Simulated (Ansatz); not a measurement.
# Al2Ga3N5 (superlattice of 6 GaN and 4 AlN bilayers): the cost of one run

Program: Ansatz 0.2.0. Level of theory: DFT LDA, scalar-relativistic, plane waves, PAW. These are calculated values, not measurements.

**1. The structure to begin with**

It takes space group P3m1 (No. 156, trigonal). Conventional cell: a = 3.150 Å, b = 3.150 Å, c = 25.500 Å, α = 90.00°, β = 90.00°, γ = 120.00°. Al (site symmetry 3m) has 4 N at 1.90 to 1.93 Å as nearest neighbours. Al (site symmetry 3m) has 4 N at 1.90 to 1.91 Å as nearest neighbours. Around Ga (site symmetry 3m) lie 4 N at 1.91 to 1.95 Å. Ga (site symmetry 3m) has 4 N at 1.93 to 1.95 Å as nearest neighbours. Only part of the 20 independent sites is listed.

As a file:

```xyz
20
Lattice="3.1500 0.0000 0.0000 -1.5750 2.7280 0.0000 0.0000 0.0000 25.5000" Properties=species:S:1:pos:R:3 pbc="T T T"
Al    0.0000    1.8187   15.5400
Al    1.5750    0.9093   18.0300
Al    0.0000    1.8187   20.5200
Al    1.5750    0.9093   23.0100
Ga    0.0000    1.8187    0.0000
Ga    1.5750    0.9093    2.5900
Ga    0.0000    1.8187    5.1800
Ga    1.5750    0.9093    7.7700
Ga    0.0000    1.8187   10.3600
Ga    1.5750    0.9093   12.9500
N     0.0000    1.8187    1.9500
N     1.5750    0.9093    4.5400
N     0.0000    1.8187    7.1300
N     1.5750    0.9093    9.7200
N     0.0000    1.8187   12.3100
N     1.5750    0.9093   14.9000
N     0.0000    1.8187   17.4400
N     1.5750    0.9093   19.9300
N     0.0000    1.8187   22.4200
N     1.5750    0.9093   24.9100
```

**2. Relaxing cell and atoms: Al2Ga3N5 (superlattice of 6 GaN and 4 AlN bilayers), no spin**

File input.yaml:

```yaml
crystal:
  lattice:
    - [3.15, 0.0, 0.0]
    - [-1.575, 2.7279800219, 0.0]
    - [0.0, 0.0, 25.5]
  atoms:
    - { symbol: Al, position: [0.3333333333, 0.6666666667, 0.60941176] }
    - { symbol: Al, position: [0.6666666667, 0.3333333333, 0.70705882] }
    - { symbol: Al, position: [0.3333333333, 0.6666666667, 0.80470588] }
    - { symbol: Al, position: [0.6666666667, 0.3333333333, 0.90235294] }
    - { symbol: Ga, position: [0.3333333333, 0.6666666667, 0.0] }
    - { symbol: Ga, position: [0.6666666667, 0.3333333333, 0.10156863] }
    - { symbol: Ga, position: [0.3333333333, 0.6666666667, 0.20313725] }
    - { symbol: Ga, position: [0.6666666667, 0.3333333333, 0.30470588] }
    - { symbol: Ga, position: [0.3333333333, 0.6666666667, 0.40627451] }
    - { symbol: Ga, position: [0.6666666667, 0.3333333333, 0.50784314] }
    - { symbol: "N", position: [0.3333333333, 0.6666666667, 0.07647059] }
    - { symbol: "N", position: [0.6666666667, 0.3333333333, 0.17803922] }
    - { symbol: "N", position: [0.3333333333, 0.6666666667, 0.27960784] }
    - { symbol: "N", position: [0.6666666667, 0.3333333333, 0.38117647] }
    - { symbol: "N", position: [0.3333333333, 0.6666666667, 0.4827451] }
    - { symbol: "N", position: [0.6666666667, 0.3333333333, 0.58431373] }
    - { symbol: "N", position: [0.3333333333, 0.6666666667, 0.68392157] }
    - { symbol: "N", position: [0.6666666667, 0.3333333333, 0.78156863] }
    - { symbol: "N", position: [0.3333333333, 0.6666666667, 0.87921569] }
    - { symbol: "N", position: [0.6666666667, 0.3333333333, 0.97686275] }
scf:
  occupations: { method: fixed }
output:
  forces: true
  stress: true
  eigenvalues: true
hamiltonian:
  xc: lda
kpoints:
  mp_grid: { grid: [8, 8, 1] }
relax:
  f_tol: 0.002
  max_steps: 60
  cell: { stress_tol: 0.03 }
```

Started as:

```bash
ansatz run input.yaml --threads 4 --pin off --max-ram 12288MiB --backend cpu --events-out ev --progress --plain --runs-dir out
```

Q: Estimate wall time and peak memory on 4 threads of Intel Xeon 6975P-C (Granite Rapids), shared host.

About 23 s, with a peak of 0.8 GiB.
